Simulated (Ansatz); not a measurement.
# SiCl4 on MgO(111): molecular dynamics

The plan is to shoot the molecule at the surface and see whether it bounces, sticks or breaks. Runs: 300 steps of 1 fs at constant energy. The slab cell is 1×1, and the molecule starts well above it. It comes in with 5 eV at 40° from the normal, on a surface at rest.

Method: DFT PBE+D3(BJ), plane waves, PAW, scalar-relativistic, no spin polarisation, in Ansatz 0.2.0.

### Step 1. The system as given

The cell holds 29 atoms (Cl4Mg12O12Si): a = 5.729 Å, b = 5.729 Å, c = 20.847 Å, α = 90.00°, β = 90.00°, γ = 60.00°.

Its coordinates follow in the input file.

### Step 2. Dynamics

300 steps of 1 fs at constant energy.

Contents of input.yaml:

```yaml
crystal:
  lattice:
    - [5.728979, 0.0, 0.0]
    - [2.86449, 4.961441, 0.0]
    - [0.0, 0.0, 20.847115]
  atoms:
    - { symbol: Mg, position: [0.0, 0.0, 0.0479683] }
    - { symbol: O, position: [0.3333333, 0.8333333, 0.1040635] }
    - { symbol: Mg, position: [0.0, 0.5, 0.0479683] }
    - { symbol: O, position: [0.3333333, 0.3333333, 0.1040635] }
    - { symbol: Mg, position: [0.5, 0.0, 0.0479683] }
    - { symbol: O, position: [0.8333333, 0.8333333, 0.1040635] }
    - { symbol: Mg, position: [0.5, 0.5, 0.0479683] }
    - { symbol: O, position: [0.8333333, 0.3333333, 0.1040635] }
    - { symbol: Mg, position: [0.6666667, 0.6666667, 0.1601587] }
    - { symbol: O, position: [0.0, 0.5, 0.2162539] }
    - { symbol: Mg, position: [0.6666667, 0.1666667, 0.1601587] }
    - { symbol: O, position: [0.0, 1.0, 0.2162539] }
    - { symbol: Mg, position: [0.1666667, 0.6666667, 0.1601587] }
    - { symbol: O, position: [0.5, 0.5, 0.2162539] }
    - { symbol: Mg, position: [0.1666667, 0.1666667, 0.1601587] }
    - { symbol: O, position: [0.5, 1.0, 0.2162539] }
    - { symbol: Mg, position: [0.3333333, 0.3333333, 0.272349] }
    - { symbol: O, position: [0.6666667, 0.1666667, 0.3284442] }
    - { symbol: Mg, position: [0.3333333, 0.8333333, 0.272349] }
    - { symbol: O, position: [0.6666667, 0.6666667, 0.3284442] }
    - { symbol: Mg, position: [0.8333333, 0.3333333, 0.272349] }
    - { symbol: O, position: [0.1666667, 0.1666667, 0.3284442] }
    - { symbol: Mg, position: [0.8333333, 0.8333333, 0.272349] }
    - { symbol: O, position: [0.1666667, 0.6666667, 0.3284442] }
    - { symbol: Si, position: [0.7455167, 0.4901486, 0.5917135] }
    - { symbol: Cl, position: [0.4086735, 0.4990215, 0.5594471] }
    - { symbol: Cl, position: [1.0731791, 0.1535796, 0.5594471] }
    - { symbol: Cl, position: [0.7543403, 0.8178542, 0.5594471] }
    - { symbol: Cl, position: [0.7455167, 0.4901486, 0.6886094] }
basis:
  ecutwfc: 420.0
kpoints:
  mp_grid: { grid: [2, 2, 1] }
hamiltonian:
  xc: pbe
  dispersion: d3bj
  pseudopotentials: { kind: paw, azcp: { folder: soft_1 } }
scf:
  occupations: { method: fermi_dirac, width: 0.05 }
  lower_state_search: "off"
md:
  timestep: 1
  n_steps: 300
  ensemble: nve
  initial_velocities: zero
  seed: 844467
  initial_site_velocities:
    - { site: 24, velocity: [0.015319, 0.0, -0.018256] }
    - { site: 25, velocity: [0.015319, 0.0, -0.018256] }
    - { site: 26, velocity: [0.015319, 0.0, -0.018256] }
    - { site: 27, velocity: [0.015319, 0.0, -0.018256] }
    - { site: 28, velocity: [0.015319, 0.0, -0.018256] }
  constraints: [{ sites: [0, 1, 2, 3, 4, 5, 6, 7] }]
```

Command:

```console
> ansatz run input.yaml --threads 2 --pin off --max-ram 5120MiB --backend cpu --events-out ev --progress --plain --runs-dir out
```

What does the calculation give? Wanted: lowest height of the centre of mass; shortest distance to a slab atom; temperature, first and last step; temperature, second half; potential energy, second half; largest change of the total energy; mean square displacement, second half.

As calculated:

| quantity | value |
| --- | --- |
| lowest height of the centre of mass | 2.03 Å over the top layer's first level, at 260.0 fs |
| shortest distance to a slab atom | 1.43 Å |
| length | 300 steps of 1 fs |
| temperature, first and last step | 1842 and 2215 K |
| temperature, second half | mean 1908 K, from 1484 to 2215 K |
| potential energy, second half | -6 meV/atom from the start |
| largest change of the total energy | 0.27 meV/atom |
| mean square displacement, second half | Si 25.1, Cl 21.4, O 0.068, Mg 0.059 Å² |

What this shows: The molecule's centre of mass comes down from 5.49 Å to 2.03 Å and is at 2.34 Å at the end, so it has not left within this time. Its shortest distance to a slab atom is 1.43 Å. The total energy strays from its start by at most 0.27 meV/atom, 0.1 % of the mean kinetic energy, which is good for a step of 1 fs. The bonding pattern changes, first at 182.0 fs: O24–Si25 forms. The printed temperature only measures the kinetic energy here. 300 fs on 29 atoms is far too short and small for converged averages.
